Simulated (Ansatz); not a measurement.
# Cl3Ga: the cost of one run

Computed with Ansatz 0.2.0, Gaussian basis. Level: PBE0-D4/def2-TZVP structures, single points in def2-TZVPP, no counterpoise correction.

Levels: SPW92, PBE-D4, BLYP-D4, r2SCAN-D4, B97M-V, PBE0-D4, B3LYP-D4, r2SCAN0-D4, BHLYP-D4, CAM-B3LYP-D4, wB97X-V, wB97M-V, B2PLYP, PBE-QIDH, RPA on PBE, Hartree-Fock, MP2, CCSD, CCSD(T).

Cores are frozen in the correlated methods. Filled d shells of the heavier atoms are correlated. B3LYP uses VWN-RPA correlation. B2PLYP carries no dispersion term here.

94 further runs of the same task are left out: 94 set aside as unsound or not needed. Runs told in other sessions of the task aren't counted.

### Step 1. Where the work starts

The complex: 9 atoms, charge 0, spin multiplicity 1.

Atoms are counted from 1 here; the program's logs count them from 0.

Bond lengths: Ga1–Cl2 2.116 Å, Ga1–Cl3 2.116 Å, Ga1–Cl4 2.115 Å, H5–C6 1.093 Å, C6–H7 1.090 Å, C6–H8 1.089 Å, C6–H9 1.092 Å. Angles: Cl2–Ga1–Cl3 119.7°, Cl2–Ga1–Cl4 119.9°, Cl3–Ga1–Cl4 120.0°, H5–C6–H7 107.8°, H5–C6–H8 109.9°, H5–C6–H9 111.4°, H7–C6–H8 109.9°, H7–C6–H9 107.9°, H8–C6–H9 109.9°.

As a file:

```xyz
9
CH4Cl3Ga
Ga   -0.6854   -0.1742   -1.5780
Cl    0.7366    1.0802   -2.5180
Cl   -0.4268   -2.2740   -1.6311
Cl   -2.4718    0.6507   -0.8029
H     0.9823    0.7422    0.4879
C     0.5615    0.1447    1.3002
H     1.3130    0.0736    2.0862
H    -0.3350    0.6257    1.6875
H     0.3255   -0.8689    0.9680
```

Its parts: GaCl3 holds atoms 1, 2, 3, 4; CH4 holds atoms 5, 6, 7, 8, 9. Each part counts its atoms afresh in its own runs.

### Step 2. Relaxing GaCl3 alone

File relax-a/in.yaml:

```yaml
crystal:
  periodic: [false, false, false]
  atoms:
    - {symbol: Ga, position_ang: [-0.685436, -0.174210, -1.577999]}
    - {symbol: Cl, position_ang: [0.736647, 1.080180, -2.517964]}
    - {symbol: Cl, position_ang: [-0.426761, -2.273966, -1.631143]}
    - {symbol: Cl, position_ang: [-2.471753, 0.650731, -0.802895]}
basis:
  gaussian: {orbitals: def2-TZVP}
hamiltonian: {xc: pbe0, dispersion: d4}
relax: {f_tol: 0.005, max_steps: 200}
```

Command:

```
ansatz run in.yaml --threads 8 --pin off --events-out ev --progress --plain --max-ram 19148MiB
```

**Question.** How long does this run take on 8 threads of Intel Xeon Platinum 8259CL at 2.50GHz, shared host?

About 4.9 s.
